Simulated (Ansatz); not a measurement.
**C2H8FNSi: one species, many methods**

The task here is to estimate one member of a computed series from the others.

Method: functionals in def2-TZVPP, the program's frozen cores in correlated methods; program: Ansatz 0.2.0, Gaussian basis.

The runs, in order: LDA (SPW92), PBE-D4, revPBE-D4, BLYP-D4, r2SCAN-D4, B97M-V, PBE0-D4, B3LYP-D4, r2SCANh-D4, r2SCAN0-D4, HSE06-D4, BHLYP-D4, CAM-B3LYP-D4, LC-ωPBE, ωB97X-V, ωB97M-V, B2PLYP, PBE-QIDH; CCSD(T)/def2-SVP; CCSD(T)/def2-TZVPP; MP2/def2-QZVPP; extrapolation to the limit; RPA on PBE.

### Structure used throughout

The geometry comes from an earlier relaxation with PBE0-D4 in a triple-zeta def2 set; it is a stationary point, not always the lowest conformer.

SMILES `CC[SiH](N)F`, 13 atoms, charge 0, spin multiplicity 1.

Atoms are counted from 1 here; the program's logs count them from 0.

Bond lengths: C1–C2 1.527 Å, C1–H6 1.092 Å, C1–H7 1.093 Å, C1–H8 1.093 Å, C2–Si3 1.859 Å, C2–H9 1.095 Å, C2–H10 1.097 Å, Si3–N4 1.701 Å, Si3–F5 1.611 Å, Si3–H11 1.484 Å, N4–H12 1.007 Å, N4–H13 1.007 Å. Angles: C2–C1–H6 111.3°, C2–C1–H7 111.5°, C2–C1–H8 111.4°, H6–C1–H7 107.8°, H6–C1–H8 107.3°, H7–C1–H8 107.4°, C1–C2–Si3 113.9°, C1–C2–H9 110.8°, C1–C2–H10 110.2°, Si3–C2–H9 107.7°, Si3–C2–H10 108.1°, H9–C2–H10 105.9°, C2–Si3–N4 110.2°, C2–Si3–F5 106.7°, C2–Si3–H11 114.1°, N4–Si3–F5 113.4°, N4–Si3–H11 107.5°, F5–Si3–H11 105.0° and more.

Set-up of the first run:

Contents of in.yaml:

```yaml
crystal:
  periodic: [false, false, false]
  atoms:
    - {symbol: C, position_ang: [-0.518921, -1.028262, 1.569676]}
    - {symbol: C, position_ang: [0.468522, -0.417817, 0.577347]}
    - {symbol: Si, position_ang: [-0.340983, 0.435531, -0.861945]}
    - {symbol: N, position_ang: [0.833205, 1.192712, -1.832359]}
    - {symbol: F, position_ang: [-1.419510, 1.461490, -0.245448]}
    - {symbol: H, position_ang: [-1.177818, -0.266529, 1.991768]}
    - {symbol: H, position_ang: [-0.003066, -1.519102, 2.398333]}
    - {symbol: H, position_ang: [-1.154071, -1.777958, 1.090270]}
    - {symbol: H, position_ang: [1.139443, -1.184896, 0.175636]}
    - {symbol: H, position_ang: [1.113761, 0.309675, 1.085127]}
    - {symbol: H, position_ang: [-1.127357, -0.468177, -1.736996]}
    - {symbol: H, position_ang: [1.588847, 1.723862, -1.431796]}
    - {symbol: H, position_ang: [0.618347, 1.504871, -2.764814]}
basis:
  gaussian: {orbitals: def2-TZVPP}
hamiltonian: {xc: lda}
output: {orbitals: {seedname: orbitals}}
```

Command:

```bash
ansatz run in.yaml --threads 4 --pin off --events-out ev --progress --plain --max-ram 10444MiB
```

Among the steps run: LDA; PBE-D4 (GGA); revPBE-D4 (GGA); BLYP-D4 (GGA); r2SCAN-D4 (meta-GGA); B97M-V (meta-GGA); PBE0-D4 (hybrid); B3LYP-D4 (hybrid); r2SCANh-D4 (hybrid); r2SCAN0-D4 (hybrid); HSE06-D4 (hybrid); BHLYP-D4 (hybrid); CAM-B3LYP-D4 (range-separated); LC-ωPBE (range-separated); ωB97X-V (range-separated); ωB97M-V (range-separated); B2PLYP (double hybrid); PBE-QIDH (double hybrid).

One table of the session follows, with a row left open; its other results are not shown here.

It belongs to the step «Frontier levels by functional». 

```
  functional  HOMO (eV)  LUMO (eV)  gap (eV)
 LDA (SPW92)      -6.59      -0.12      6.47
      PBE-D4      -6.40       0.03      6.43
   revPBE-D4      -6.33       0.10      6.44
     BLYP-D4      -6.28       0.02      6.30
   r2SCAN-D4      -6.72       0.71      7.43
      B97M-V      -6.82       0.23      7.05
     PBE0-D4      -7.90       0.86      8.76
    B3LYP-D4      -7.64       0.51      8.15
  r2SCANh-D4      -7.28       0.95      8.23
  r2SCAN0-D4          ?          ?         ?
    HSE06-D4      -7.49       0.49      7.98
    BHLYP-D4      -9.31       1.47     10.78
CAM-B3LYP-D4      -9.38       1.62     11.00
     LC-ωPBE     -10.83       2.94     13.76
     ωB97X-V     -10.43       2.73     13.16
     ωB97M-V     -10.34       2.26     12.60
```

Estimate the missing values for r2SCAN0-D4.

Worked estimate for «HOMO (eV)». Against the share of exact exchange, r2SCAN-D4 (0, -6.72), r2SCANh-D4 (0.1, -7.28) give a slope of -5.60 per unit share; at 0.25 the line stands at -8.12.

As computed: HOMO (eV): -8.13; LUMO (eV): 1.30; gap (eV): 9.43. In «HOMO (eV)» the line misses by +0.01.
